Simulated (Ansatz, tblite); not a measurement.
# In(IMe)F3 (C5H8F3InN2): rung by rung

One table from this session's results is given with a row withheld; the runs are named, their logs left out.

Computed with Ansatz 0.2.0, Gaussian basis. Level: as each input shows.

The runs, in order: GFN1-xTB, GFN2-xTB, PBE-D4/def2-TZVP, r2SCAN-D4/def2-TZVP, B2PLYP/def2-TZVP, ωB97M-V/def2-TZVP, PBE-D4/def2-SVP, PBE0-D4/def2-SVP, MP2/def2-SVP.

3 further runs of the same task are left out: 3 set aside as unsound or not needed.

**The structure**

The geometry is that of the singlet, from an earlier relaxation (PBE-D4/def2-SVP).

19 atoms, charge 0, spin multiplicity 1.

Bond lengths: In1–C2 2.238 Å, In1–F17 2.013 Å, In1–F18 2.013 Å, In1–F19 1.986 Å, C2–N3 1.357 Å, C2–N7 1.357 Å, N3–C4 1.463 Å, N3–C5 1.385 Å, C4–H9 1.108 Å, C4–H10 1.106 Å, C4–H11 1.112 Å, C5–C6 1.375 Å, C5–H12 1.094 Å, C6–N7 1.385 Å, C6–H13 1.094 Å, N7–C8 1.463 Å, C8–H14 1.112 Å, C8–H15 1.106 Å and more. Angles: C2–In1–F17 99.3°, C2–In1–F18 99.4°, C2–In1–F19 113.0°, F17–In1–F18 120.1°, F17–In1–F19 111.7°, F18–In1–F19 111.9°, In1–C2–N3 127.0°, In1–C2–N7 126.8°, N3–C2–N7 106.2°, C2–N3–C4 123.7°, C2–N3–C5 110.2°, C4–N3–C5 126.1°, N3–C4–H9 110.3°, N3–C4–H10 109.3°, N3–C4–H11 108.2°, H9–C4–H10 109.4°, H9–C4–H11 110.2°, H10–C4–H11 109.5° and more.

In takes a core potential in the def2 sets. No spin-orbit coupling is included.

PBE0-D4/def2-TZVP was run before; its log isn't repeated, and its numbers join the tables.

The first run:

Tight binding, by tblite at 300 K electronic temperature and without a spin-polarisation term:

```python
tblite.interface.Calculator('GFN1-xTB', numbers, positions, charge=0, uhf=0).singlepoint()
```

Tight binding, by tblite at 300 K electronic temperature and without a spin-polarisation term:

```python
tblite.interface.Calculator('GFN2-xTB', numbers, positions, charge=0, uhf=0).singlepoint()
```

start.molden holds the orbitals of an earlier run on this state, given as this run's starting guess.

File in.yaml:

```yaml
crystal:
  periodic: [false, false, false]
  atoms:
    - {symbol: In, position_ang: [-0.008636, -0.030139, -2.413655]}
    - {symbol: C, position_ang: [-0.031391, -0.008906, -0.175778]}
    - {symbol: N, position_ang: [-0.299128, 1.050609, 0.628378]}
    - {symbol: C, position_ang: [-0.640988, 2.382855, 0.128893]}
    - {symbol: C, position_ang: [-0.187804, 0.682378, 1.958961]}
    - {symbol: C, position_ang: [0.167233, -0.645979, 1.972291]}
    - {symbol: N, position_ang: [0.261335, -1.045374, 0.649445]}
    - {symbol: C, position_ang: [0.630729, -2.379628, 0.175524]}
    - {symbol: H, position_ang: [-1.733792, 2.550879, 0.200343]}
    - {symbol: H, position_ang: [-0.112634, 3.145906, 0.730707]}
    - {symbol: H, position_ang: [-0.309697, 2.451684, -0.930496]}
    - {symbol: H, position_ang: [-0.355024, 1.386713, 2.779480]}
    - {symbol: H, position_ang: [0.369075, -1.324647, 2.806545]}
    - {symbol: H, position_ang: [0.979991, -2.289304, -0.876465]}
    - {symbol: H, position_ang: [1.449390, -2.777235, 0.804059]}
    - {symbol: H, position_ang: [-0.240334, -3.062051, 0.232063]}
    - {symbol: F, position_ang: [1.380004, -1.457285, -2.710390]}
    - {symbol: F, position_ang: [0.441397, 1.901968, -2.756139]}
    - {symbol: F, position_ang: [-1.759756, -0.532456, -3.203746]}
basis:
  gaussian: {orbitals: def2-TZVP, initial_orbitals: start.molden}
hamiltonian: {xc: pbe, dispersion: d4}
scf: {omitted_lower_state_checks: [starts]}
output: {orbitals: {seedname: orbitals}}
```

The run is started by

```bash
> ansatz run in.yaml --threads 4 --pin off --events-out ev --progress --plain --max-ram 6963MiB
```

Steps of the session up to this table: PBE-D4/def2-TZVP; r2SCAN-D4/def2-TZVP; B2PLYP/def2-TZVP; ωB97M-V/def2-TZVP; PBE-D4/def2-SVP; PBE0-D4/def2-SVP; MP2/def2-SVP.

One of the session's tables, all rows but one given; the rest of the session is left out.

It belongs to the step «Binding energy». 

| level | binding an atom (eV) |
| --- | --- |
| HF/def2-SVP | 2.994 |
| PBE-D4/def2-SVP | 4.443 |
| PBE-D4/def2-TZVP | 4.390 |
| r2SCAN-D4/def2-TZVP | 4.245 |
| PBE0-D4/def2-SVP | 4.310 |
| PBE0-D4/def2-TZVP | 4.262 |
| ωB97M-V/def2-TZVP | 4.245 |
| MP2/def2-SVP | ? |

Estimate the missing values for MP2/def2-SVP.

**Answer.** binding an atom (eV): 4.150. In the column «binding an atom (eV)» it lies between HF/def2-SVP (2.994) and r2SCAN-D4/def2-TZVP (4.245).

To keep in mind: Free atoms were run apart at each level; binding is atoms less cluster, divided by the number of atoms, without zero-point or spin-orbit terms.
